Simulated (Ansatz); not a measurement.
# Ti2O: the cost of one run

Computed with Ansatz 0.2.0 (DFT r2SCAN, scalar-relativistic, plane waves, PAW, unless a step's input says otherwise).

3 further runs of the same task are left out: 3 set aside as unsound or not needed.

### Step 1. The starting structure

Symmetry: P-3m1, No. 164, trigonal system. The conventional cell has a = 2.951 Å, b = 2.951 Å, c = 4.814 Å, α = 90.00°, β = 90.00°, γ = 120.00°. Ti (site symmetry 3m) has 3 O at 2.14 Å as nearest neighbours. O (site symmetry -3m) has 6 Ti at 2.14 Å as nearest neighbours.

As a file:

```cif
data_structure
_symmetry_space_group_name_H-M 'P-3m1'
_symmetry_Int_Tables_number 164
_cell_length_a 2.9514
_cell_length_b 2.9514
_cell_length_c 4.8140
_cell_angle_alpha 90.000
_cell_angle_beta 90.000
_cell_angle_gamma 120.000
_cell_volume 36.32
loop_
_atom_site_label
_atom_site_type_symbol
_atom_site_symmetry_multiplicity
_atom_site_Wyckoff_symbol
_atom_site_fract_x
_atom_site_fract_y
_atom_site_fract_z
_atom_site_occupancy
Ti1 Ti 2 d 0.66667 0.33333 0.26889 1
O1 O 1 a 0.00000 0.00000 0.00000 1
```

It is the result of an earlier relaxation at this level (volume 12.11 Å³/atom; gap on the mesh: none (metal)).

The unstrained cell comes from an earlier run at this level (3 atoms, E(σ→0) -5580.6960 eV, gap none (metal)).

### Step 2. The cell strained by -1.0 %

Input file input.yaml:

```yaml
crystal:
  lattice:
    - [2.9219204224, 0.0, 0.0]
    - [-1.4609602112, 2.5304573137, 0.0]
    - [0.0, 0.0, 4.7658644099]
  atoms:
    - { symbol: Ti, position: [0.6666666667, 0.3333333333, 0.2688898702] }
    - { symbol: Ti, position: [0.3333333333, 0.6666666667, 0.7311101298] }
    - { symbol: O, position: [0.0, 0.0, 0.0] }
basis:
  ecutwfc: 500
kpoints:
  mp_grid: { grid: [24, 24, 12] }
hamiltonian:
  xc: r2scan
scf:
  occupations: { method: gaussian, width: 0.1 }
output:
  forces: true
  stress: true
  eigenvalues: true
relax:
  adjacent_minimum: "off"
  f_tol: 0.008
  max_steps: 40
```

Launch:

```sh
$ ansatz run input.yaml --threads 1 --pin off --max-ram 2560MiB --backend cpu --events-out ev --progress --plain --runs-dir out
```

What time and memory should one allow on 1 thread of Intel Xeon 6975P-C (Granite Rapids), shared host?

About 91 s, with a peak of 0.89 GiB.
